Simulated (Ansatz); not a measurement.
# CeO2: the cost of one run

Program: Ansatz 0.2.0. Level of theory: DFT r²SCAN, scalar-relativistic, plane waves, PAW. These are calculated values, not measurements.

3 further runs of the same task are left out: 1 that didn't finish, 2 set aside as unsound or not needed. Runs told in other sessions of the task aren't counted.

### Step 1. The starting structure

Symmetry: Fm-3m, No. 225, cubic system. The conventional cell has a = 5.437 Å, b = 5.437 Å, c = 5.437 Å, α = 90.00°, β = 90.00°, γ = 90.00°. Ce (site symmetry m-3m) is surrounded by 8 O at 2.35 Å. O (site symmetry -43m) is surrounded by 4 Ce at 2.35 Å.

Structure file:

```
CELL_PARAMETERS angstrom
0.00000 2.71868 2.71868
2.71868 0.00000 2.71868
2.71868 2.71868 0.00000
ATOMIC_POSITIONS crystal
Ce 0.00000 0.00000 0.00000
O 0.25000 0.25000 0.25000
O 0.75000 0.75000 0.75000
```

An earlier run at r²SCAN left this cell at 13.396 Å³/atom and 0.00 GPa (8×8×8 mesh).

Volume factors to run: 0.980, 1.020, 0.960, 1.040, 1.070.

### Step 2. Scaling the volume by 0.980

input.yaml reads:

```yaml
crystal:
  lattice:
    - [0.0, 2.700436508, 2.700436508]
    - [2.700436508, 0.0, 2.700436508]
    - [2.700436508, 2.700436508, 0.0]
  atoms:
    - { symbol: Ce, position: [0.0, 0.0, 0.0] }
    - { symbol: O, position: [0.25, 0.25, 0.25] }
    - { symbol: O, position: [0.75, 0.75, 0.75] }
basis:
  ecutwfc: 500
  ecutrho_ratio: 4
kpoints:
  mp_grid: { grid: [8, 8, 8] }
hamiltonian:
  xc: r2scan
scf:
  occupations: { method: gaussian, width: 0.05 }
output:
  forces: true
  stress: true
  eigenvalues: true
```

The run is started by

```console
> ansatz run input.yaml --threads 4 --pin off --max-ram 7168MiB --backend cpu --events-out ev --progress --plain --runs-dir out
```

What time and memory should one allow on 4 threads of Arm Neoverse V2, shared host?

About 3.3 s, with a peak of 0.43 GiB.
